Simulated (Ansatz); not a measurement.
# AlNi: the cost of one run

Computed with Ansatz 0.2.0 (DFT PBEsol, scalar-relativistic, plane waves, PAW, unless a step's input says otherwise).

4 further runs of the same task are left out: 1 for a known fault of the program, 3 set aside as unsound or not needed. Runs told in other sessions of the task aren't counted.

### Step 1. The system as given

Symmetry: P4/mmm, No. 123, tetragonal system. The conventional cell has a = 2.858 Å, b = 2.858 Å, c = 2.869 Å, α = 90.00°, β = 90.00°, γ = 90.00°. Al (site symmetry 4/mmm) is surrounded by 8 Ni at 2.48 Å. Ni (site symmetry 4/mmm) has 8 Al at 2.48 Å in its first shell of neighbours.

Coordinates:

```cif
data_structure
_symmetry_space_group_name_H-M 'P 1'
_symmetry_Int_Tables_number 1
_cell_length_a 2.8584
_cell_length_b 2.8584
_cell_length_c 2.8689
_cell_angle_alpha 90.000
_cell_angle_beta 90.000
_cell_angle_gamma 89.998
_cell_volume 23.44
loop_
_atom_site_label
_atom_site_type_symbol
_atom_site_fract_x
_atom_site_fract_y
_atom_site_fract_z
_atom_site_occupancy
Al1 Al 0.00000 0.00000 0.00000 1
Ni1 Ni 0.50000 0.50000 0.50000 1
```

It goes back to an entry of the Materials Project, which need not be the stable form.

This cell was relaxed beforehand with the same method: volume 11.72 Å³/atom, gap on the mesh none (metal).

### Step 2. Plan of the line

The energy is mapped over two homogeneous strains; x, y and z are the crystal's own axes (z along the conventional c), which in the input's Cartesian frame point along (0.71, -0.71, 0.00), (0.71, 0.71, 0.00), (0.00, 0.00, 1.00).

- normal strain along x: 7 values from −11.0 to 11.0 %
- normal strain along y: 7 values from −11.0 to 11.0 %

Nothing else is relaxed (symmetry fixes all fractional coordinates). Energies count from the relaxed crystal. Points are written as (first, second).

### Step 3. Point (−7.3 %, −7.3 %)

Input file input.yaml:

```yaml
crystal:
  lattice:
    - [1.8730457086, -1.8729959351, 0.0]
    - [1.8730457086, 1.8729959351, 0.0]
    - [0.0, 0.0, 2.8688666979]
  atoms:
    - { symbol: Al, position: [0.0, 0.0, 0.0] }
    - { symbol: Ni, position: [0.5, 0.5, 0.5] }
basis:
  ecutwfc: 520.0
kpoints:
  mp_grid: { grid: [16, 16, 16] }
hamiltonian:
  xc: pbesol
  pseudopotentials: { kind: paw, azcp: { folder: soft_1 } }
scf:
  occupations: { method: gaussian, width: 0.15 }
output:
  forces: true
  stress: true
  eigenvalues: true
```

The run is started by

```bash
> ansatz run input.yaml --threads 2 --pin off --max-ram 4096MiB --backend cpu --events-out ev --progress --plain --runs-dir out
```

**Question.** How long does this run take on 2 threads of Arm Neoverse N1, shared host, and how much memory does it need?

About 13 s, with a peak of 0.49 GiB.
